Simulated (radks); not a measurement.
# Valence configurations of Ag

One table from this session's results is given with a row withheld; the runs are named, their logs left out.

Method: scalar-relativistic Kohn-Sham, BLYP, spin-polarised, spherical densities, point nucleus; open shells are filled with parallel spins first. Code: radks (a radial shooting solver on a logarithmic mesh, Libxc functionals) version 1.

## Starting point

```
element       : silver (Z = 47)
charge        : 0
electrons     : 47
configuration : [Kr] 4d10 5s1
others tried  : 4d10 5p1; 4d9 5s1 5p1; 4d9 5s2; 4d8 5s1 5p2; 4d10 5s0.5 5p0.5; 4d9 5s1.5 5p0.5; 4d9.5 5s0.5 5p1; 4d8.5 5s1 5p1.5; 4d9.5 5s1.5
```

The outer shells:

Ag
```
[Kr] core
4d [↑↓][↑↓][↑↓][↑↓][↑↓]
5s [↑ ]
```

The first run:

Settings of this run:

```text
Z 47
configuration [Kr] 4d10 5s1
relativity scalar-relativistic
functional b88,lyp
spin polarised
nucleus point
c 137.035999084
```

Among the steps run: [Kr] 4d10 5s1.

One table of the session follows, with a row left open; its other results are not shown here.

It belongs to the step «[Kr] 4d10 5s1». From the orbitals of this run (lengths in bohr):

```
  level     <r>  outermost maximum (interpolated)  90 % within  nodes
  4s up  0.9114                             0.822         1.32      3
4s down  0.9112                             0.822         1.32      3
  4p up   1.001                             0.876         1.48      2
4p down  0.9999                             0.876         1.48      2
  4d up   1.430                              1.04         2.34      1
4d down       ?                                 ?            ?      ?
  5s up   3.134                              2.51         4.79      4
5s down   3.189                              2.50         4.92      4
```

**Question.** Estimate the row for 4d down.

The run gave: <r>: 1.415; outermost maximum (interpolated): 1.03; 90 % within: 2.31; nodes: 1. In the column «<r>» it lies between 4p up (1.001) and 4d up (1.430).
